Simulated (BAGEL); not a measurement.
# doublet [AlSiH3Cl2]+ at 6 levels

Wanted: a comparison of 6 runs (UHF/STO-3G, UHF/3-21G, ROHF/6-31G*, UHF/6-31G*, ROHF/def2-SVP, UHF/def2-SVP) of doublet [AlSiH3Cl2]+. 

Program for the calculation: BAGEL 1.2.2.

12 further runs of the same task are left out: 12 set aside as unsound or not needed.

### Step 1. The molecule

The species is [AlSiH3Cl2]+ (7 atoms), meant as a doublet with charge +1. As SMILES of the parent species, `[SiH3][Al]([Cl])[Cl]`. The coordinates come from a PBE0-D4/def2-TZVP relaxation. That shape belongs to the parent species and isn't relaxed for this state.

Bond lengths: Si1–Al2 2.433 Å, Al2–Cl3 2.091 Å, Al2–Cl4 2.091 Å, Si1–H5 1.486 Å, Si1–H6 1.488 Å, Si1–H7 1.488 Å. Angles: Si1–Al2–Cl3 120.8°, Si1–Al2–Cl4 122.3°, Cl3–Al2–Cl4 117.0°, Al2–Si1–H5 111.1°, Al2–Si1–H6 109.7°, Al2–Si1–H7 109.5°, H5–Si1–H6 109.1°, H5–Si1–H7 109.0°, H6–Si1–H7 108.3°.

### Step 2. The energy at UHF/STO-3G (density fitting with qzvpp-jkfit) (run 1)

job.json

```json
{ "bagel" : [

{
  "title" : "molecule",
  "basis" : "sto-3g",
  "df_basis" : "qzvpp-jkfit",
  "angstrom" : true,
  "geometry" : [
    { "atom" : "Si", "xyz" : [   -0.434800,    0.999700,   -0.278300 ] },
    { "atom" : "Al", "xyz" : [    0.497800,   -1.172400,    0.296300 ] },
    { "atom" : "Cl", "xyz" : [    2.290200,   -1.318600,    1.363300 ] },
    { "atom" : "Cl", "xyz" : [   -0.432100,   -2.964700,   -0.245300 ] },
    { "atom" : "H", "xyz" : [   -1.709600,    0.853800,   -1.028500 ] },
    { "atom" : "H", "xyz" : [   -0.687900,    1.781100,    0.962600 ] },
    { "atom" : "H", "xyz" : [    0.537600,    1.753200,   -1.115800 ] }
  ]
},
{
  "title" : "uhf",
  "charge" : 1,
  "nopen" : 1
},
{
  "title" : "print",
  "file" : "orbitals.molden",
  "orbitals" : true
}

]}
```

On the command line:

```sh
BAGEL_NUM_THREADS=1 BAGEL job.json > job.out
```

Standard output:

```text
* using 1 threads per process

  ===============================================================
  ===============================================================

  *** Geometry ***

[... 23 lines left out ...]
      * DIIS with orbital gradients will be used.

  === UHF iteration (sto-3g) ===
      0      -1435.25359248          0.02688196           0.11
      1      -1435.40392114          0.00775609           0.10
      2      -1435.41426994          0.00202640           0.10
[... 13 lines of this table left out ...]
     16      -1435.41555999          0.00000001           0.09
    * SCF iteration converged.

    * S^2 (UHF) is 0.7617

    * Permanent dipole moment:
           (    1.080225,    -2.430845,     0.657952) a.u.

    * METHOD: UHF                                  1.84

    * METHOD: PRINT                                0.01

  ===============================================================
```

It took 3.9 s on 1 thread of AMD EPYC 7R13 (Zen 3), shared host; peak memory 0.082 GiB.

### Step 3. A single-point energy at UHF/3-21G (density fitting with qzvpp-jkfit) (run 2)

input.json

```json
{ "bagel" : [

{
  "title" : "molecule",
  "basis" : "3-21g",
  "df_basis" : "qzvpp-jkfit",
  "angstrom" : true,
  "geometry" : [
    { "atom" : "Si", "xyz" : [      -0.434800,       0.999700,      -0.278300 ] },
    { "atom" : "Al", "xyz" : [       0.497800,      -1.172400,       0.296300 ] },
    { "atom" : "Cl", "xyz" : [       2.290200,      -1.318600,       1.363300 ] },
    { "atom" : "Cl", "xyz" : [      -0.432100,      -2.964700,      -0.245300 ] },
    { "atom" : "H", "xyz" : [      -1.709600,       0.853800,      -1.028500 ] },
    { "atom" : "H", "xyz" : [      -0.687900,       1.781100,       0.962600 ] },
    { "atom" : "H", "xyz" : [       0.537600,       1.753200,      -1.115800 ] }
  ]
},

{
  "title" : "uhf",
  "charge" : 1,
  "nopen" : 1
},

{
  "title" : "print",
  "file" : "orbitals.molden",
  "orbitals" : true
}

]}
```

On the command line:

```sh
BAGEL_NUM_THREADS=1 BAGEL input.json > input.out
```

Standard output:

```text
* using 1 threads per process

  ===============================================================
  ===============================================================

  *** Geometry ***

[... 23 lines left out ...]
      * DIIS with orbital gradients will be used.

  === UHF iteration (3-21g) ===
      0      -1443.95233979          0.02210141           0.20
      1      -1444.05349163          0.01075620           0.19
      2      -1444.06912819          0.00454110           0.19
[... 14 lines of this table left out ...]
     17      -1444.07319354          0.00000001           0.15
    * SCF iteration converged.

    * S^2 (UHF) is 0.7622

    * Permanent dipole moment:
           (    1.064825,    -2.426963,     0.649660) a.u.

    * METHOD: UHF                                  3.48

    * METHOD: PRINT                                0.01

  ===============================================================
```

It took 5.4 s on 1 thread of AMD EPYC 7R13 (Zen 3), shared host; peak memory 0.11 GiB.

### Step 4. A single-point energy at ROHF/6-31G(d) (density fitting with qzvpp-jkfit, spherical functions) (run 3)

job.json

```json
{ "bagel": [

{
  "title": "molecule",
  "basis": "6-31gs.json",
  "df_basis": "qzvpp-jkfit",
  "angstrom": true,
  "geometry": [
    { "atom": "Si", "xyz": [      -0.434800,       0.999700,      -0.278300 ] },
    { "atom": "Al", "xyz": [       0.497800,      -1.172400,       0.296300 ] },
    { "atom": "Cl", "xyz": [       2.290200,      -1.318600,       1.363300 ] },
    { "atom": "Cl", "xyz": [      -0.432100,      -2.964700,      -0.245300 ] },
    { "atom": "H", "xyz": [      -1.709600,       0.853800,      -1.028500 ] },
    { "atom": "H", "xyz": [      -0.687900,       1.781100,       0.962600 ] },
    { "atom": "H", "xyz": [       0.537600,       1.753200,      -1.115800 ] }
  ]
},

{
  "title": "rohf",
  "charge": 1,
  "nopen": 1
},

{
  "title": "print",
  "file": "orbitals.molden",
  "orbitals": true
}

]}
```

The basis set 6-31G* is read from a file made from the Basis Set Exchange's data (not shown).

On the command line:

```sh
BAGEL_NUM_THREADS=1 BAGEL job.json > job.out
```

Standard output:

```text
* using 1 threads per process

  ===============================================================
  ===============================================================

  *** Geometry ***

[... 23 lines left out ...]
      * DIIS with orbital gradients will be used.

  === ROHF iteration (6-31gs.json) ===
      0      -1451.16976319          0.02019058           0.26
      1      -1451.27795480          0.01028007           0.32
      2      -1451.29830988          0.00490882           0.26
[... 11 lines of this table left out ...]
     14      -1451.30548083          0.00000001           0.24
    * SCF iteration converged.

    * S^2 (ROHF) is 0.7500

    * Permanent dipole moment:
           (    1.053645,    -2.384729,     0.642575) a.u.

    * METHOD: ROHF                                 4.05

    * METHOD: PRINT                                0.02

  ===============================================================
```

Wall time 6 s (1 thread of AMD EPYC 7R13 (Zen 3), shared host); peak memory 0.13 GiB.

Runs 4 to 5 aren't shown in full; the table further down has their settings and results.

### Step 5. The energy at UHF/def2-SVP (density fitting with qzvpp-jkfit) (run 6)

input.json

```json
{ "bagel": [

{
  "title": "molecule",
  "basis": "svp",
  "df_basis": "qzvpp-jkfit",
  "angstrom": true,
  "geometry": [
    { "atom": "Si", "xyz": [      -0.434800,       0.999700,      -0.278300 ] },
    { "atom": "Al", "xyz": [       0.497800,      -1.172400,       0.296300 ] },
    { "atom": "Cl", "xyz": [       2.290200,      -1.318600,       1.363300 ] },
    { "atom": "Cl", "xyz": [      -0.432100,      -2.964700,      -0.245300 ] },
    { "atom": "H", "xyz": [      -1.709600,       0.853800,      -1.028500 ] },
    { "atom": "H", "xyz": [      -0.687900,       1.781100,       0.962600 ] },
    { "atom": "H", "xyz": [       0.537600,       1.753200,      -1.115800 ] }
  ]
},

{
  "title": "uhf",
  "charge": 1,
  "nopen": 1
},

{
  "title": "print",
  "file": "orbitals.molden",
  "orbitals": true
}

]}
```

On the command line:

```sh
BAGEL_NUM_THREADS=1 BAGEL input.json > input.out
```

Standard output:

```text
* using 1 threads per process

  ===============================================================
  ===============================================================

  *** Geometry ***

[... 23 lines left out ...]
      * DIIS with orbital gradients will be used.

  === UHF iteration (svp) ===
      0      -1450.79554728          0.02063911           0.30
      1      -1450.89959208          0.00928123           0.24
      2      -1450.91806252          0.00457383           0.24
[... 14 lines of this table left out ...]
     17      -1450.92362212          0.00000001           0.27
    * SCF iteration converged.

    * S^2 (UHF) is 0.7601

    * Permanent dipole moment:
           (    1.023416,    -2.312852,     0.624133) a.u.

    * METHOD: UHF                                  4.90

    * METHOD: PRINT                                0.03

  ===============================================================
```

Wall time 7.2 s (1 thread of AMD EPYC 7R13 (Zen 3), shared host); peak memory 0.15 GiB.

### Step 6. Overview of the runs

```tsv
run	level	energy (Eh)	⟨S²⟩	wall time
1	UHF/STO-3G (density fitting with qzvpp-jkfit)	-1435.415560	0.762	3.9 s
2	UHF/3-21G (density fitting with qzvpp-jkfit)	-1444.073194	0.762	5.4 s
3	ROHF/6-31G* (density fitting with qzvpp-jkfit, spherical functions)	-1451.305481	0.750	6 s
4	UHF/6-31G* (density fitting with qzvpp-jkfit, spherical functions)	-1451.307630	0.760	6.6 s
5	ROHF/def2-SVP (density fitting with qzvpp-jkfit)	-1450.921366	0.750	6.3 s
6	UHF/def2-SVP (density fitting with qzvpp-jkfit)	-1450.923622	0.760	7.2 s
```

### Step 7. Outcome

| quantity | value |
| --- | --- |
| run 6: total energy | -1450.92362 Eh |
| run 6: ⟨S²⟩ | 0.760 |

**Reading.** In run 1 the basis is minimal, so the values are rough. All runs together took 35 s, the longest 7.2 s.
